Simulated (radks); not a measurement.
**Exchange and kinetic functionals tested on atomic densities: Zr⁴⁺, Ba²⁺, Rb, Be⁺, In³⁺, Ca¹³⁺**

One table from this session's results is given with a row withheld; the runs are named, their logs left out.

Program: radks (a radial shooting solver on a logarithmic mesh, Libxc functionals) version 1. Level of theory: non-relativistic Kohn-Sham, exchange-only LDA, spin-polarised, spherical densities, point nucleus; open shells are filled with parallel spins first. These are calculated values, not measurements, unless marked.

### What is computed

| Quantity | Value |
| --- | --- |
| species | Zr⁴⁺ ([Kr]), Ba²⁺ ([Xe]), Rb ([Kr] 5s1), Be⁺ ([He] 2s1), In³⁺ ([Kr] 4d10), Ca¹³⁺ ([He] 2s2 2p3) |

The first run:

The run's settings:

```text
Z 40
configuration [Kr]
relativity non-relativistic
functional lda,
spin polarised
nucleus point
```

Among the steps run: Zr⁴⁺, [Kr].

One of the session's tables, all rows but one given; the rest of the session is left out.

It belongs to the step «Zr⁴⁺, [Kr]». Sizes of the orbitals, from the radial functions (bohr):

```
level      <r>  outermost maximum (interpolated)  90 % within  nodes
   1s  0.03819                            0.0252       0.0679      0
   2s   0.1676                             0.142        0.258      1
   2p   0.1438                             0.111        0.234      0
   3s        ?                                 ?            ?      ?
   3p   0.4677                             0.407        0.708      1
   3d   0.4514                             0.346        0.726      0
   4s    1.215                              1.09         1.76      3
   4p    1.326                              1.17         1.95      2
```

Estimate the missing values for 3s.

As computed: <r>: 0.4710; outermost maximum (interpolated): 0.419; 90 % within: 0.697; nodes: 2. In the column «<r>» it lies between 3p (0.4677) and 4s (1.215).
